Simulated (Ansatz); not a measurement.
# C12H10S: up Jacob's ladder to CCSD(T)

The task here is to estimate one member of a computed series from the others.

Computed with Ansatz 0.2.0, Gaussian basis. Level: functionals in def2-TZVPP, the program's frozen cores in correlated methods.

The runs, in order: PBE-D4, r2SCAN-D4, PBE0-D4, B3LYP-D4, ωB97X-V, ωB97M-V, B2PLYP; CCSD(T)/def2-TZVPP; MP2/def2-QZVPP; extrapolation to the limit.

## The relaxed structure

An earlier PBE0-D4 in a triple-zeta def2 set relaxation fixed the geometry.

SMILES `c1ccc(Sc2ccccc2)cc1`, 23 atoms, charge 0, spin multiplicity 1.

Atoms are counted from 1 here; the program's logs count them from 0.

Bond lengths: C1–C2 1.388 Å, C1–C13 1.386 Å, C1–H14 1.083 Å, C2–C3 1.383 Å, C2–H15 1.084 Å, C3–C4 1.394 Å, C3–H16 1.085 Å, C4–S5 1.764 Å, C4–C12 1.390 Å, S5–C6 1.767 Å, C6–C7 1.391 Å, C6–C11 1.391 Å, C7–C8 1.387 Å, C7–H17 1.083 Å, C8–C9 1.387 Å, C8–H18 1.084 Å, C9–C10 1.388 Å, C9–H19 1.084 Å and more. Angles: C2–C1–C13 119.3°, C2–C1–H14 120.4°, C13–C1–H14 120.4°, C1–C2–C3 120.5°, C1–C2–H15 120.2°, C3–C2–H15 119.4°, C2–C3–C4 120.1°, C2–C3–H16 120.1°, C4–C3–H16 119.7°, C3–C4–S5 116.3°, C3–C4–C12 119.5°, S5–C4–C12 124.2°, C4–S5–C6 103.0°, S5–C6–C7 120.0°, S5–C6–C11 120.1°, C7–C6–C11 119.9°, C6–C7–C8 120.0°, C6–C7–H17 119.3° and more.

Set-up of the first run:

in.yaml reads:

```yaml
crystal:
  periodic: [false, false, false]
  atoms:
    - {symbol: C, position_ang: [-2.153528, 1.037494, 2.857072]}
    - {symbol: C, position_ang: [-1.906330, 2.310579, 2.361483]}
    - {symbol: C, position_ang: [-1.099196, 2.486828, 1.251964]}
    - {symbol: C, position_ang: [-0.524132, 1.383728, 0.622146]}
    - {symbol: S, position_ang: [0.494183, 1.725412, -0.777569]}
    - {symbol: C, position_ang: [0.970869, 0.114052, -1.323193]}
    - {symbol: C, position_ang: [2.164756, -0.444743, -0.880398]}
    - {symbol: C, position_ang: [2.552566, -1.697283, -1.331281]}
    - {symbol: C, position_ang: [1.751537, -2.393370, -2.224527]}
    - {symbol: C, position_ang: [0.562066, -1.835168, -2.670559]}
    - {symbol: C, position_ang: [0.171997, -0.582307, -2.224136]}
    - {symbol: C, position_ang: [-0.768914, 0.107769, 1.116266]}
    - {symbol: C, position_ang: [-1.581489, -0.056711, 2.228337]}
    - {symbol: H, position_ang: [-2.786921, 0.901520, 3.725461]}
    - {symbol: H, position_ang: [-2.347057, 3.177006, 2.841618]}
    - {symbol: H, position_ang: [-0.911909, 3.483913, 0.868137]}
    - {symbol: H, position_ang: [2.781178, 0.107081, -0.180913]}
    - {symbol: H, position_ang: [3.483889, -2.129447, -0.983884]}
    - {symbol: H, position_ang: [2.056700, -3.371858, -2.577230]}
    - {symbol: H, position_ang: [-0.063489, -2.375124, -3.371949]}
    - {symbol: H, position_ang: [-0.753721, -0.135999, -2.567188]}
    - {symbol: H, position_ang: [-0.327718, -0.756286, 0.636189]}
    - {symbol: H, position_ang: [-1.765336, -1.057063, 2.604163]}
basis:
  gaussian: {orbitals: def2-TZVPP}
hamiltonian: {xc: pbe, dispersion: d4}
output: {forces: true, orbitals: {seedname: orbitals}}
```

Command:

```
$ ansatz run in.yaml --threads 5 --pin off --events-out ev --progress --plain --max-ram 66560MiB --backend cuda --devices 0, --max-vram 37GiB
```

Among the steps run: PBE-D4 (GGA); r2SCAN-D4 (meta-GGA); PBE0-D4 (hybrid); B3LYP-D4 (hybrid); ωB97X-V (range-separated); ωB97M-V (range-separated); B2PLYP (double hybrid); CCSD(T) in def2-TZVPP; MP2 in def2-QZVPP.

One of the session's tables, all rows but one given; the rest of the session is left out.

| method | atomisation energy (kcal/mol) |
| --- | --- |
| PBE-D4 | 2784.4 |
| r2SCAN-D4 | 2700.1 |
| PBE0-D4 | 2728.7 |
| B3LYP-D4 | 2681.0 |
| ωB97X-V | 2674.7 |
| ωB97M-V | 2683.0 |
| B2PLYP | 2654.5 |
| HF/def2-TZVPP | 1966.5 |
| MP2/def2-TZVPP | 2687.9 |
| CCSD/def2-TZVPP | 2545.1 |
| CCSD(T)/def2-TZVPP | 2600.8 |
| MP2/CBS | ? |
| CCSD(T)/CBS | 2664.8 |

**Question.** Estimate the row for MP2/CBS.

As computed: atomisation energy (kcal/mol): 2751.9. In the column «atomisation energy (kcal/mol)» it lies between PBE0-D4 (2728.7) and PBE-D4 (2784.4).

To keep in mind: Free atoms (12 C, 1 S, 10 H) were run apart at each level; the atomisation energy is their sum less the molecule, without zero-point or spin-orbit terms.
